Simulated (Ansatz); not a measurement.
# LaP: the cost of one run

Method: DFT PBEsol, scalar-relativistic, plane waves, PAW, in Ansatz 0.2.0.

**1. The starting structure**

It takes space group P4/mmm (No. 123, tetragonal). Conventional cell: a = 3.527 Å, b = 3.527 Å, c = 3.015 Å, α = 90.00°, β = 90.00°, γ = 90.00°. La (site symmetry 4/mmm) is surrounded by 8 P at 2.91 Å and 2 La at 3.02 Å. P (site symmetry 4/mmm) is surrounded by 8 La at 2.91 Å.

Structure file:

```cif
data_structure
_symmetry_space_group_name_H-M 'P 1'
_symmetry_Int_Tables_number 1
_cell_length_a 3.5266
_cell_length_b 3.5266
_cell_length_c 3.0152
_cell_angle_alpha 90.000
_cell_angle_beta 90.000
_cell_angle_gamma 90.000
_cell_volume 37.50
loop_
_atom_site_label
_atom_site_type_symbol
_atom_site_fract_x
_atom_site_fract_y
_atom_site_fract_z
_atom_site_occupancy
La1 La 0.00000 0.00000 0.00000 1
P1 P 0.50000 0.50000 0.50000 1
```

**2. Relaxing cell and atoms: LaP, no spin, 30 GPa**

Input file input.yaml:

```yaml
crystal:
  lattice:
    - [3.526590644, 0.0, 0.0]
    - [0.0, 3.526590644, 0.0]
    - [0.0, 0.0, 3.0152350006]
  atoms:
    - { symbol: La, position: [0.0, 0.0, 0.0] }
    - { symbol: P, position: [0.5, 0.5, 0.5] }
scf:
  occupations: { method: gaussian, width: 0.05 }
output:
  forces: true
  stress: true
  eigenvalues: true
  write_density: true
  write_potential: true
  elf: true
  volumetric_format: npy
kpoints:
  mp_grid: { grid: [12, 12, 14] }
hamiltonian:
  xc: pbesol
relax:
  f_tol: 0.005
  max_steps: 60
  cell: { stress_tol: 0.03, p_target: 30.0 }
```

Run with:

```
$ ansatz run input.yaml --threads 4 --pin off --max-ram 10240MiB --backend cpu --events-out ev --progress --plain --runs-dir out
```

Q: Estimate wall time and peak memory on 4 threads of Intel Xeon 6975P-C (Granite Rapids), shared host.

About 7.4 s, with a peak of 0.47 GiB.
